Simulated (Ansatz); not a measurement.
# Alloy of InP and GaP (8 of 32 In sites exchanged), 64 atoms, part 2 of 2

Ansatz 0.2.0, PAW. Earlier steps stand in the parts before.

## (3) HSE06 single point

Input file in.yaml:

```yaml
crystal:
  lattice:
    - [11.534186, 0.000000, 0.000000]
    - [0.000000, 11.534186, 0.000000]
    - [0.000000, 0.000000, 11.534186]
  atoms:
    - { symbol: In, position: [0.995338, 0.995983, 0.004570] }
    - { symbol: In, position: [0.994457, 0.995037, 0.494872] }
    - { symbol: In, position: [0.995264, 0.505249, 0.005193] }
    - { symbol: In, position: [0.995412, 0.505170, 0.495209] }
    - { symbol: In, position: [0.504385, 0.995970, 0.005102] }
    - { symbol: In, position: [0.504634, 0.505454, 0.004765] }
    - { symbol: In, position: [0.250385, 0.250782, 0.000315] }
    - { symbol: In, position: [0.255423, 0.250713, 0.499852] }
    - { symbol: In, position: [0.249743, 0.750945, 0.005038] }
    - { symbol: In, position: [0.253937, 0.750720, 0.495196] }
    - { symbol: In, position: [0.750162, 0.250610, 0.004912] }
    - { symbol: In, position: [0.745394, 0.250086, 0.495009] }
    - { symbol: In, position: [0.251667, 0.995433, 0.252678] }
    - { symbol: In, position: [0.252752, 0.000458, 0.747166] }
    - { symbol: In, position: [0.252087, 0.505743, 0.252656] }
    - { symbol: In, position: [0.253172, 0.501207, 0.747146] }
    - { symbol: In, position: [0.747266, 0.995111, 0.747373] }
    - { symbol: In, position: [0.747840, 0.505408, 0.747555] }
    - { symbol: In, position: [0.994679, 0.250406, 0.250553] }
    - { symbol: In, position: [0.999942, 0.250541, 0.749804] }
    - { symbol: In, position: [0.994575, 0.750582, 0.750053] }
    - { symbol: In, position: [0.505430, 0.250623, 0.254720] }
    - { symbol: In, position: [0.500947, 0.250727, 0.744430] }
    - { symbol: In, position: [0.505222, 0.750785, 0.745352] }
    - { symbol: Ga, position: [0.503926, 0.995580, 0.494760] }
    - { symbol: Ga, position: [0.505617, 0.506320, 0.493638] }
    - { symbol: Ga, position: [0.749329, 0.750485, 0.008903] }
    - { symbol: Ga, position: [0.744689, 0.749876, 0.490165] }
    - { symbol: Ga, position: [0.746878, 0.991253, 0.251785] }
    - { symbol: Ga, position: [0.747299, 0.509999, 0.252212] }
    - { symbol: Ga, position: [0.989542, 0.750165, 0.249787] }
    - { symbol: Ga, position: [0.508658, 0.750437, 0.254122] }
    - { symbol: P, position: [0.124599, 0.123747, 0.126656] }
    - { symbol: P, position: [0.122992, 0.123377, 0.620675] }
    - { symbol: P, position: [0.115987, 0.633934, 0.135066] }
    - { symbol: P, position: [0.124494, 0.627162, 0.623127] }
    - { symbol: P, position: [0.633108, 0.116989, 0.134674] }
    - { symbol: P, position: [0.617965, 0.116052, 0.615467] }
    - { symbol: P, position: [0.631459, 0.633934, 0.133488] }
    - { symbol: P, position: [0.626368, 0.626885, 0.608188] }
    - { symbol: P, position: [0.376759, 0.375710, 0.127032] }
    - { symbol: P, position: [0.385932, 0.386107, 0.614028] }
    - { symbol: P, position: [0.384561, 0.865593, 0.135197] }
    - { symbol: P, position: [0.383502, 0.881464, 0.616172] }
    - { symbol: P, position: [0.864704, 0.385540, 0.135314] }
    - { symbol: P, position: [0.872911, 0.375366, 0.622746] }
    - { symbol: P, position: [0.866230, 0.868828, 0.132446] }
    - { symbol: P, position: [0.863790, 0.864354, 0.614190] }
    - { symbol: P, position: [0.383424, 0.117010, 0.380821] }
    - { symbol: P, position: [0.378567, 0.123918, 0.876049] }
    - { symbol: P, position: [0.391122, 0.627932, 0.373168] }
    - { symbol: P, position: [0.376741, 0.627588, 0.874952] }
    - { symbol: P, position: [0.864066, 0.115998, 0.365990] }
    - { symbol: P, position: [0.872782, 0.123372, 0.874555] }
    - { symbol: P, position: [0.866154, 0.633011, 0.368284] }
    - { symbol: P, position: [0.864830, 0.633579, 0.883835] }
    - { symbol: P, position: [0.124876, 0.375278, 0.374788] }
    - { symbol: P, position: [0.123351, 0.379075, 0.876264] }
    - { symbol: P, position: [0.115377, 0.864692, 0.366032] }
    - { symbol: P, position: [0.124720, 0.875405, 0.874537] }
    - { symbol: P, position: [0.627177, 0.391769, 0.373285] }
    - { symbol: P, position: [0.624895, 0.375564, 0.874824] }
    - { symbol: P, position: [0.624842, 0.874583, 0.374164] }
    - { symbol: P, position: [0.632716, 0.865862, 0.883594] }
  symmetry: { detect: false }
kpoints:
  mp_grid: { grid: [1, 1, 1], shift: [0.25, 0.25, 0.25] }
hamiltonian:
  xc: hse06
scf:
  occupations: { method: fermi_dirac, width: 0.01 }
output:
  forces: true
  eigenvalues: true
  populations: true
  eigenstates: { kpoints: [[0.25, 0.25, 0.25]], e_range: [-6.0, 6.0], localisation: true }
```

The run is started by

```
> ansatz run in.yaml --threads 4 --pin off --max-ram 42750MiB --runs-dir r --events-out ev --progress --plain --backend cuda --devices 0, --max-vram 37GiB
```

Output:

```text
Pseudopotentials: kind: paw
Functional definition: HSE06
  parameter a = 0.25
  parameter omega = 0.11/bohr
  exchange = pbe_x - a*pbe_x_sr(omega) + a*exact_x_sr(omega)
  correlation = pbe_c
Crystal: 64 atoms, lattice volume = 1534.479 Å³
Basis set: ecut = 420 eV, 30047 PW (Γ), exchange–correlation on 160×160×160 points (8 copies of the dense FFT grid, shifted against one another)
Bands: 352, of which v1, the nominal top of the filled ones, is band 288 counted from 1 (287 counted from 0)
Symmetry: 1 space group operations
k-points: 1
Non-local potential: In, projectors of the file, l = 0: 2, l = 1: 2, l = 2: 2, l = 3: 2
Non-local potential: Ga, projectors of the file, l = 0: 2, l = 1: 2, l = 2: 3, l = 3: 1
Non-local potential: P, projectors of the file, l = 0: 2, l = 1: 2, l = 2: 2
PAW form: soft (Blöchl's): semilocal exchange-correlation on the pseudo side does not see the compensation charge
PAW frozen core: In, regenerated for the run's functional, and the local potential with it (the file was generated under x = pbe(κ = 0.804, μ = 0.2195149727645171), c = pbe(β = 0.06672455060314922))
PAW frozen core: Ga, regenerated for the run's functional, and the local potential with it (the file was generated under x = pbe(κ = 0.804, μ = 0.2195149727645171), c = pbe(β = 0.06672455060314922))
PAW frozen core: P, regenerated for the run's functional, and the local potential with it (the file was generated under x = pbe(κ = 0.804, μ = 0.2195149727645171), c = pbe(β = 0.06672455060314922))
PAW one-centre angular grid: In, 590 points (default); XC on 64 Gauss nodes
PAW one-centre angular grid: Ga, 590 points (default); XC on 64 Gauss nodes
PAW one-centre angular grid: P, 110 points (default); XC on 64 Gauss nodes
Initial density: superposition of atomic densities (neutral atoms: chi_scale 0, normalization atom), corrected by the library's trained network
Initial wavefunctions: pseudopotential atomic-orbital guess
Functional: x = pbe(κ = 0.804, μ = 0.2195149727645171), c = pbe(β = 0.06672455060314922), warm-up for x = pbe(κ = 0.804, μ = 0.2195149727645171) + 0.25 (exact − pbe) at short range (hse, ω = 0.20786987370883472 Å⁻¹), c = pbe(β = 0.06672455060314922); HSE06 as pw.x's `hse` composes it (authors' and Libxc's form: `xc: wpbeh`)
SCF iter   1: F=—  HF=-188811.135655 eV  |F-HF|=—  |Δ(HF+E_count)|=         —  Δρ=2.70e-3  dr2=1.71e-1  ethr=1.77e-3  ⟨swp⟩=20.0  Hψ=1896  notcnv=1
preconditioner: auto → none  [insulator: Δε(μ)=1.706 eV  Ē_g=13.442 eV  σ=0.010 eV  W_gap=1.00  n_scr=340 (ndim 8)  ℏωp=22.8 eV  f_vac=0.017  D(μ)=0.00/eV (n_scr^D=0)]
SCF iter   2: F=—  HF=-188811.135749 eV  |F-HF|=—  |Δ(HF+E_count)|=   9.39e-5  Δρ=9.60e-4  dr2=3.88e-2  ethr=2.96e-5  ⟨swp⟩=12.0  Hψ=1320  notcnv=0  defer=15
SCF iter   3: F=—  HF=-188811.142707 eV  |F-HF|=—  |Δ(HF+E_count)|=   6.96e-3  Δρ=7.05e-4  dr2=7.20e-2  ethr=6.74e-6  ⟨swp⟩=10.0  Hψ=1207  notcnv=0  defer=23
iter 4 solved again at ethr=3.92e-7 eV; its pass at ethr=6.74e-6 eV (dr2=2.26e-3 eV) is discarded
SCF iter   4: F=—  HF=-188811.131963 eV  |F-HF|=—  |Δ(HF+E_count)|=   1.07e-2  Δρ=3.69e-4  dr2=2.48e-3  ethr=3.92e-7  ⟨swp⟩=8.0  Hψ=1954  notcnv=0  defer=9
SCF iter   5: F=-188811.132451 eV  HF=-188811.132447 eV  |F-HF|=4.26e-6  |Δ(HF+E_count)|=   4.84e-4  Δρ=9.38e-5  dr2=1.71e-4  ethr=3.92e-7  ⟨swp⟩=6.0  Hψ=762  notcnv=0  defer=7
SCF 1 stopped early in 5 iterations: F = -188811.132451 eV  dr2 = 1.71e-4
Initial density: handed on by an earlier stage of this run
Initial wavefunctions: those handed on with the density
Functional: x = pbe(κ = 0.804, μ = 0.2195149727645171) + 0.25 (exact − pbe) at short range (hse, ω = 0.20786987370883472 Å⁻¹), c = pbe(β = 0.06672455060314922); HSE06 as pw.x's `hse` composes it (authors' and Libxc's form: `xc: wpbeh`)
Exchange kernel: α = 0.2500, screened, ω = 0.2079 Å⁻¹, Wigner–Seitz truncation, v(0) = 966.0057 eV·Å³, q-mesh 1×1×1, nearest image of the exchange supercell L = 11.53 Å, pair-density grid 54×54×54, without the augmentation charges, whose exchange is taken in its separable form (sized by the pseudopotential files, 80×80×80 at the most)
Frozen-core exchange: fock
SCF iter   1: F=—  HF=-188928.216341 eV  |F-HF|=—  |Δ(HF+E_count)|=         —  Δρ=7.58e-3  dr2=4.22e-1  ethr=2.96e-7  ⟨swp⟩=15.0  Hψ=2310  notcnv=0
preconditioner: auto → none  [insulator: Δε(μ)=2.490 eV  Ē_g=15.569 eV  σ=0.010 eV  W_gap=1.00  n_scr=340 (ndim 8)  ℏωp=22.8 eV  f_vac=0.012  D(μ)=0.00/eV (n_scr^D=0)]
SCF iter   2: F=—  HF=-188928.059664 eV  |F-HF|=—  |Δ(HF+E_count)|=   1.57e-1  Δρ=1.90e-3  dr2=6.13e-2  ethr=2.96e-7  ⟨swp⟩=5.0  Hψ=1523  notcnv=0
SCF iter   3: F=—  HF=-188928.260387 eV  |F-HF|=—  |Δ(HF+E_count)|=   2.01e-1  Δρ=1.98e-3  dr2=3.61e-2  ethr=2.96e-7  ⟨swp⟩=7.0  Hψ=1611  notcnv=0  defer=3
SCF iter   4: F=—  HF=-188928.256279 eV  |F-HF|=—  |Δ(HF+E_count)|=   4.11e-3  Δρ=6.32e-4  dr2=1.72e-2  ethr=2.96e-7  ⟨swp⟩=6.0  Hψ=1366  notcnv=0
SCF iter   5: F=—  HF=-188928.255400 eV  |F-HF|=—  |Δ(HF+E_count)|=   8.79e-4  Δρ=3.67e-4  dr2=1.21e-2  ethr=2.96e-7  ⟨swp⟩=6.0  Hψ=1291  notcnv=0
SCF iter   6: F=—  HF=-188928.253805 eV  |F-HF|=—  |Δ(HF+E_count)|=   1.59e-3  Δρ=1.77e-4  dr2=2.29e-3  ethr=2.96e-7  ⟨swp⟩=8.0  Hψ=754  notcnv=0
SCF iter   7: F=—  HF=-188928.257863 eV  |F-HF|=—  |Δ(HF+E_count)|=   4.06e-3  Δρ=1.80e-4  dr2=6.46e-4  ethr=2.96e-7  ⟨swp⟩=8.0  Hψ=1124  notcnv=0
SCF iter   8: F=-188928.257656 eV  HF=-188928.257700 eV  |F-HF|=4.41e-5  |Δ(HF+E_count)|=   1.64e-4  Δρ=4.03e-5  dr2=7.97e-5  ethr=1.07e-7  ⟨swp⟩=3.0  Hψ=706  notcnv=0
SCF 2 stopped early in 8 iterations: F = -188928.257656 eV  dr2 = 7.97e-5
  Residual-converged pass: ⟨swp⟩=5.0  Hψ=1223  notcnv=0  max |occ|·‖R‖ = 4.8e-6 eV (tolerance 6.7e-6 eV)  dr2=7.76e-5  dr2_onsite=4.93e-6  max |Δocc| = 0.0e0
hybrid outer 1: dexx = +2.294e-1 eV, tail = 4.37e-4 eV
SCF iter   1: F=—  HF=-188928.252224 eV  |F-HF|=—  |Δ(HF+E_count)|=         —  Δρ=4.62e-5  dr2=3.86e-5  ethr=3.80e-7  ⟨swp⟩=15.0  Hψ=975  notcnv=0
preconditioner: auto → none  [insulator: Δε(μ)=2.536 eV  Ē_g=15.501 eV  σ=0.010 eV  W_gap=1.00  n_scr=340 (ndim 8)  ℏωp=22.8 eV  f_vac=0.013  D(μ)=0.00/eV (n_scr^D=0)]
SCF iter   2: F=—  HF=-188928.252227 eV  |F-HF|=—  |Δ(HF+E_count)|=   2.83e-6  Δρ=1.87e-5  dr2=1.82e-5  ethr=5.82e-9  ⟨swp⟩=4.0  Hψ=1020  notcnv=0
SCF iter   3: F=—  HF=-188928.252224 eV  |F-HF|=—  |Δ(HF+E_count)|=   3.06e-6  Δρ=7.62e-6  dr2=3.64e-6  ethr=2.27e-9  ⟨swp⟩=3.0  Hψ=706  notcnv=0
SCF iter   4: F=—  HF=-188928.252239 eV  |F-HF|=—  |Δ(HF+E_count)|=   1.46e-5  Δρ=1.00e-5  dr2=2.37e-6  ethr=2.71e-10  ⟨swp⟩=7.0  Hψ=1360  notcnv=0  defer=5
SCF iter   5: F=—  HF=-188928.252238 eV  |F-HF|=—  |Δ(HF+E_count)|=   6.22e-7  Δρ=1.72e-6  dr2=1.31e-7  ethr=2.71e-10  ⟨swp⟩=5.0  Hψ=761  notcnv=0
SCF iter   6: F=—  HF=-188928.252238 eV  |F-HF|=—  |Δ(HF+E_count)|=   3.76e-7  Δρ=1.58e-6  dr2=1.08e-7  ethr=1.42e-11  ⟨swp⟩=7.0  Hψ=1244  notcnv=0  defer=23
SCF iter   7: F=-188928.252238 eV  HF=-188928.252238 eV  |F-HF|=2.10e-8  |Δ(HF+E_count)|=   1.96e-8  Δρ=4.61e-7  dr2=2.51e-8  ethr=1.42e-11  ⟨swp⟩=7.0  Hψ=835  notcnv=0  defer=9
SCF 3 converged in 7 iterations: F = -188928.252238 eV  dr2 = 2.51e-8
  Residual-converged pass: ⟨swp⟩=4.0  Hψ=768  notcnv=0  max |occ|·‖R‖ = 2.4e-6 eV (tolerance 2.5e-6 eV)  dr2=3.11e-8  dr2_onsite=5.82e-10  max |Δocc| = 0.0e0
[... from here the SCF cycle lines were not kept, up to the last twenty ...]
hybrid outer 2: dexx = +1.588e-5 eV, tail = 1.55e-7 eV, Δε = 4.43e-3 eV (about 1.00e-4 eV left of the loop's levels), ΔF = 5.89e-3 eV/Å (tail 5.85e-4)
NSCF: frozen V_eff on 1 k-points
hybrid SCF converged: 2 outer / 15 inner (+5 warm-up), last move |dexx| = 1.59e-5 eV, tail = 1.55e-7 eV
Stability not checked: this state was not tested for a lower state beside it, because the functional holds exact exchange (a hybrid, or Hartree-Fock), whose exchange loop this test does not read (fock_operator; see scf.lower_state_search)
Free energy (F): -188928.252237 eV
Harris-Foulkes:  -188928.252237 eV  (|F-HF|=2.10e-8)
Internal energy: -188928.252237 eV  (E = F + TS)
E sigma→0 (E₀):  -188928.252237 eV
Fermi energy:    7.653714 eV
--- Per-component energies (eV) ---
  E_band       = -2708.183686
  E_kinetic    = 9006.461287
  E_local      = -51703.604380  (includes V_loc(G=0)·N_el)
  E_nonlocal   = 13310.363401
  E_hartree    = 21706.049646
  E_xc         = -6142.243076
  E_vxc        = -3846.061439  (∫ρ·V_xc dr)
  E_exx        = -1421.250609  (= α·E_x^exact, valence–valence)
  E_paw        = -134150.397235  (= ΣΔE_a)
  E_vpaw       = -10044.934285  (= ΣTr[D̂ρ^β])
  E_aug_tail   = -0.000160  (compensation charges beyond the density's cutoff)
  E_ewald      = -39544.377680
  E_core_change = 10.746590  (= ΣΔE_core)
  E_smearing   = -0.000000  (= −TS)
  E_closure    = -0.000020  (closes the sum)
  Σ components = -188928.252237   (vs F -188928.252237, Δ=-2.91e-11)
--- Forces (eV/Å), atoms counted from 1 ---
  atom   1  In    -0.00042595    -0.00103471    -0.00674181
  atom   2  In    -0.00861244    -0.00950463    -0.00993990
  atom   3  In    -0.00634865     0.00173471     0.00027127
  atom   4  In    -0.00166892    -0.00800713    -0.00023581
  atom   5  In     0.00388062    -0.00797179     0.00210112
  atom   6  In    -0.00300907    -0.00590487    -0.00364081
  atom   7  In    -0.00237179    -0.00444590     0.00176810
  atom   8  In    -0.00954925    -0.00337235    -0.01306749
  atom   9  In     0.00167223    -0.00813841    -0.00447026
  atom  10  In    -0.00621542    -0.00049148    -0.00385555
  atom  11  In    -0.00966277    -0.00062624    -0.00664546
  atom  12  In     0.00139815    -0.00891107    -0.00121661
  atom  13  In    -0.00384801    -0.00543936     0.00040756
  atom  14  In    -0.00779722    -0.00632903    -0.00437362
  atom  15  In     0.00100184    -0.00720923    -0.00273219
  atom  16  In    -0.00556070     0.00665790    -0.00287899
  atom  17  In    -0.00272061    -0.00370777    -0.00869677
  atom  18  In    -0.00554788    -0.00516151    -0.00227690
  atom  19  In    -0.00214028    -0.00826352     0.00032526
  atom  20  In    -0.01280187    -0.00574384    -0.00796194
  atom  21  In    -0.00473806    -0.00347918    -0.01023218
  atom  22  In    -0.00686620     0.00102626    -0.00744861
  atom  23  In     0.00336184    -0.00774378     0.00159570
  atom  24  In    -0.00320748    -0.00769527    -0.00016464
  atom  25  Ga    -0.00134553    -0.00611183    -0.00380646
  atom  26  Ga    -0.00058237    -0.00226512    -0.00309939
  atom  27  Ga    -0.00432674     0.00028924    -0.00438915
  atom  28  Ga     0.00219975    -0.00274717     0.00754434
  atom  29  Ga     0.00055149     0.00286126    -0.00182318
  atom  30  Ga     0.00131637    -0.00045102    -0.00196227
  atom  31  Ga    -0.00215629    -0.00325577     0.00005075
  atom  32  Ga    -0.00640759     0.00323278    -0.00294863
  atom  33  P      0.00094792     0.00434319     0.00172679
  atom  34  P      0.01211399     0.00458633     0.00767850
  atom  35  P      0.02296872    -0.02423339    -0.02716780
  atom  36  P      0.00547089     0.00260207     0.00328813
  atom  37  P     -0.02614532     0.02143529    -0.02360338
  atom  38  P      0.03640858     0.03964392     0.03470351
  atom  39  P     -0.02393640    -0.02610254    -0.02263484
  atom  40  P      0.00776404     0.01270931     0.04989591
  atom  41  P      0.00516343     0.00670402     0.00368429
  atom  42  P     -0.02407723    -0.02323915     0.02440811
  atom  43  P     -0.01784019     0.02321717    -0.02285135
  atom  44  P     -0.02460050    -0.02223793     0.01974088
  atom  45  P      0.02333558    -0.01740183    -0.02592655
  atom  46  P      0.00249281     0.00116771     0.00583596
  atom  47  P      0.02205985     0.02002441    -0.01054096
  atom  48  P      0.03158006     0.03231383     0.03394011
  atom  49  P     -0.02366053     0.02257736    -0.01948325
  atom  50  P     -0.00111036     0.01002646    -0.00084289
  atom  51  P     -0.04160983    -0.00605741    -0.00137920
  atom  52  P      0.00095336     0.00260760     0.00564974
  atom  53  P      0.03694777     0.03130029     0.03495952
  atom  54  P      0.00576627     0.00608637     0.00280106
  atom  55  P      0.02231771    -0.01120204     0.01950322
  atom  56  P      0.02415462    -0.02258327    -0.01950250
  atom  57  P      0.00364964     0.00440442     0.00455416
  atom  58  P      0.00806078    -0.00046589     0.00269128
  atom  59  P      0.03429043     0.04068192     0.03668106
  atom  60  P      0.00059872     0.00535839     0.00523322
  atom  61  P     -0.00760171    -0.04366728    -0.00466799
  atom  62  P      0.00658855     0.00185021     0.00489168
  atom  63  P     -0.00000059     0.00018142    -0.00089207
  atom  64  P     -0.02060356     0.02129690    -0.02206997
  max |Σ_I F_I| component: 2.82e-4 eV/Å
--- Band table (eV) ---
  k-point 0: bands = [... 276 lower levels ..., "5.4573", "5.5486", "5.5705", "5.5805", "5.6096", "5.6741", "5.6852", "5.9192", "5.9385", "5.9666", "6.3722", "6.3843", "8.9205", "9.1327", "9.2248", "9.2422", "9.2515", "9.5570", "9.6170", "9.6338", "9.7433", "9.7766", "9.8307", "9.9075", ... 52 higher levels ...]
--- Löwdin populations: 64 sites ---
  site symbol       q [e]
     0     In     12.6535
     1     In     12.6584
     2     In     12.6541
     3     In     12.6539
     4     In     12.6544
     5     In     12.6535
     6     In     12.6582
     7     In     12.6557
     8     In     12.6550
     9     In     12.6535
    10     In     12.6556
    11     In     12.6542
    12     In     12.6550
    13     In     12.6577
    14     In     12.6538
    15     In     12.6556
    16     In     12.6561
    17     In     12.6549
    18     In     12.6556
    19     In     12.6600
    20     In     12.6561
    21     In     12.6531
    22     In     12.6545
    23     In     12.6533
    24     Ga     12.8934
    25     Ga     12.8940
    26     Ga     12.8910
    27     Ga     12.8891
    28     Ga     12.8889
    29     Ga     12.8902
    30     Ga     12.8907
    31     Ga     12.8885
    32      P      5.3016
    33      P      5.3004
    34      P      5.2402
    35      P      5.3013
    36      P      5.2389
    37      P      5.2376
    38      P      5.1144
    39      P      5.1768
    40      P      5.3034
    41      P      5.2433
    42      P      5.2418
    43      P      5.2362
    44      P      5.2421
    45      P      5.3005
    46      P      5.1156
    47      P      5.2403
    48      P      5.2371
    49      P      5.3029
    50      P      5.1763
    51      P      5.3034
    52      P      5.2386
    53      P      5.3008
    54      P      5.1141
    55      P      5.2393
    56      P      5.3020
    57      P      5.3026
    58      P      5.2403
    59      P      5.3014
    60      P      5.1766
    61      P      5.3028
    62      P      5.0573
    63      P      5.2397
  spilling = 0.002567 (of n_electrons = 576.000000)
```

Run time: 47 s. Hardware: 1 × NVIDIA H100 80GB HBM3 with 4 threads of AMD EPYC 7R13, shared host; peak host memory 4.3 GiB.

Spacing of the frontier levels at the single k point (¼, ¼, ¼): 2.54 eV (6.384 to 8.921 eV).

Frontier states and how far they spread:

```csv
level (eV),spin,filling,atoms sharing it,main element,its share,largest atom
-0.42,both,2.00,41.6,P,0.76,–
-0.01,both,2.00,45.9,P,0.78,–
0.00,both,2.00,43.9,P,0.79,–
2.54,both,0.00,61.1,P,0.47,–
2.75,both,0.00,60.8,P,0.49,–
2.84,both,0.00,55.6,P,0.45,–
2.86,both,0.00,60.7,P,0.44,–
2.87,both,0.00,60.1,P,0.44,–
```

The largest force by HSE06 is only 0.06 eV/Å (on P59), so the positions lie close to this level's own in this cell.

## (4) Summary of results

This closing draws on all 2 parts. Changes of volume or cell count from the first structure of part 1.

| level | time | top filled to lowest empty (eV) |
| --- | --- | --- |
| PBEsol, relaxation | 8.1 s (GPU) | 1.62 |
| HSE06 | 47 s (GPU) | 2.54 |

```
     quantity                                                                         value
   relaxation                                              6 recorded steps, 2.63 eV gained
largest shift                                                                  0.26 Å (P48)
 relaxed cell  a = 11.534 Å, b = 11.534 Å, c = 11.534 Å, α = 90.00°, β = 90.00°, γ = 90.00°
   mean bonds                                                      Ga–P 2.388, In–P 2.536 Å
```

**What this shows.** Relaxation gains 2.63 eV, with shifts up to 0.26 Å (P48), while the volume changes by -0.1 %. The mean lengths of the listed bonds run from Ga–P 2.39 Å to In–P 2.54 Å. At the same k points, PBEsol gives a spacing 0.91 eV smaller than the 2.54 eV of HSE06. With one k point the spacing samples only the states that fold onto it, so it can exceed the gap over the zone.
